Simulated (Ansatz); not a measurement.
**RPA@r2SCANh/def2-mTZVPP run of BN2H4F (SMILES NB(N)F)**

What is the vertical singlet–triplet gap of BN2H4F at RPA@r2SCANh/def2-mTZVPP? 

Program for the calculation: Ansatz 0.2.0.

2 further runs of the same task are left out: 1 for a known fault of the program, 1 set aside as unsound or not needed.

### Step 1. The molecule

BN2H4F has 8 atoms, charge 0, and is taken as a singlet. SMILES: `NB(N)F`. The coordinates come from a PBE0-D4/def2-TZVP relaxation.

Bond lengths: N1–B2 1.409 Å, B2–N3 1.409 Å, B2–F4 1.350 Å, N1–H5 1.003 Å, N1–H6 1.002 Å, N3–H7 1.002 Å, N3–H8 1.003 Å. Angles: N1–B2–N3 124.8°, N1–B2–F4 117.6°, N3–B2–F4 117.6°, B2–N1–H5 121.2°, B2–N1–H6 124.3°, B2–N3–H7 124.3°, B2–N3–H8 121.2°, H5–N1–H6 114.5°, H7–N3–H8 114.5°.

### Step 2. The energy at RPA@r2SCANh/def2-mTZVPP

File input.yaml:

```yaml
basis:
  gaussian: {orbitals: def2-mTZVPP.json}
crystal:
  periodic: [false, false, false]
  atoms:
    - {symbol: "N", position_ang: [-0.498800, 1.126200, -0.251400]}
    - {symbol: B, position_ang: [-0.102600, -0.220500, -0.374700]}
    - {symbol: "N", position_ang: [0.632300, -0.934100, 0.593100]}
    - {symbol: F, position_ang: [-0.452700, -0.874800, -1.502100]}
    - {symbol: H, position_ang: [-1.022300, 1.582800, -0.975200]}
    - {symbol: H, position_ang: [-0.293400, 1.705100, 0.540500]}
    - {symbol: H, position_ang: [0.943100, -0.548000, 1.464100]}
    - {symbol: H, position_ang: [0.886500, -1.893900, 0.449900]}
magnetization: {spin_polarized: false}
hamiltonian: {xc: {name: r2SCANh}}
correlation: {method: rpa, frozen_orbitals: {B: 1, F: 1, H: 0, "N": 1}}
accuracy: high
```

The basis set def2-mTZVPP is read from a file made from the Basis Set Exchange's data (not shown).

Command:

```bash
$ ansatz run input.yaml --threads 1 --pin off --max-ram 2610MiB --events-out events.jsonl --progress --plain --runs-dir runs
```

Output:

```text
Warning: RAYON_NUM_THREADS=1 ignored (pool sized by the plan → 1); use --threads N
Functional definition: r2SCANh
  name "r2SCANh"
  parameter a = 0.1
  parameter k0 = 0.174
  parameter k1 = 0.065
  parameter a1 = 4.9479
  exchange = (1 - a)*r2scan_x(k0 = k0, k1 = k1, a1 = a1) + a*exact_x
  correlation = r2scan_c
2295 factors; integrals over basis functions are off by at most 5.3e-9 eV
mean field evaluation 1: about -6431.1599 eV, gradient 7.7e1 eV
mean field evaluation 2: about -6431.1582 eV, gradient 7.7e1 eV
mean field evaluation 4: about -6441.4773 eV, gradient 5.4e0 eV
mean field evaluation 8: about -6441.5430 eV, gradient 4.7e-1 eV
mean field evaluation 16: about -6441.5434 eV, gradient 1.9e-5 eV
mean field -6441.54337070 eV, -236.7223526382 hartree, gradient 2.8e-8 eV, S^2 0.000000; 0 other end points of the search recorded, 0 dependent functions left out
4 core orbitals not correlated: weight in the atoms' cores, before any rotation towards them, 1.000 or more for the frozen orbitals, at most 0.000 for the correlated occupied ones
reference -6410.68400173 eV, -235.5882917461 hartree; 12, 12 occupied and 95, 95 virtual orbitals, 2295 factors
Total energy: -6436.77346119 eV, -236.5470616969 hartree
```

It took 46 s on 1 thread of Arm Neoverse N1, shared host; peak memory 0.52 GiB.

### Step 3. The triplet, same level

Changes to input.yaml since step 2:

```diff
@@ -1,3 +1 @@
-basis:
-  gaussian: {orbitals: def2-mTZVPP.json}
 crystal:
@@ -13,5 +11,7 @@
     - {symbol: H, position_ang: [0.886500, -1.893900, 0.449900]}
-magnetization: {spin_polarized: false}
+basis:
+  gaussian: {orbitals: def2-mTZVPP.json}
 hamiltonian: {xc: {name: r2SCANh}}
+accuracy: high
+magnetization: {spin_polarized: false, initial_magnetization: 2}
 correlation: {method: rpa, frozen_orbitals: {B: 1, F: 1, H: 0, "N": 1}}
-accuracy: high
```

The basis set def2-mTZVPP is read from a file made from the Basis Set Exchange's data (not shown).

Command:

```bash
$ ansatz run input.yaml --threads 1 --pin off --max-ram 2610MiB --events-out events.jsonl --progress --plain --runs-dir runs
```

Output, cut to the lines that bear on the results:

```text
Warning: RAYON_NUM_THREADS=1 ignored (pool sized by the plan → 1); use --threads N
[... 2 set-up lines as earlier in the session ...]
[...]
2295 factors; integrals over basis functions are off by at most 5.3e-9 eV
[...]
mean field -6434.98699615 eV, -236.4814103177 hartree, gradient 9.9e-8 eV, S^2 2.000000; 7 other end points of the search recorded, 0 dependent functions left out
[...]
4 core orbitals not correlated: weight in the atoms' cores, before any rotation towards them, 1.000 or more for the frozen orbitals, at most 0.000 for the correlated occupied ones
reference -6403.26855919 eV, -235.3157792588 hartree; 13, 11 occupied and 94, 96 virtual orbitals, 2295 factors
Total energy: -6430.26410471 eV, -236.3078472586 hartree
```

Run time: 3.7 min. Hardware: 1 thread of Arm Neoverse N1, shared host; peak memory 0.68 GiB.

### Step 4. What came out

At RPA@r2SCANh/def2-mTZVPP, 4 core orbitals frozen:

| quantity | value |
| --- | --- |
| singlet: total energy | -236.54706 Eh |
| singlet: RPA correlation energy (valence) | -958.8 mEh |
| triplet: total energy | -236.30785 Eh |
| triplet: RPA correlation energy (valence) | -992.1 mEh |
| triplet: ⟨S²⟩ of the reference determinant | 2.000 |
| vertical energy of the triplet above the singlet | 6.509 eV |

What this shows: At this shape the triplet lies 6.51 eV (628 kJ/mol) above the singlet.
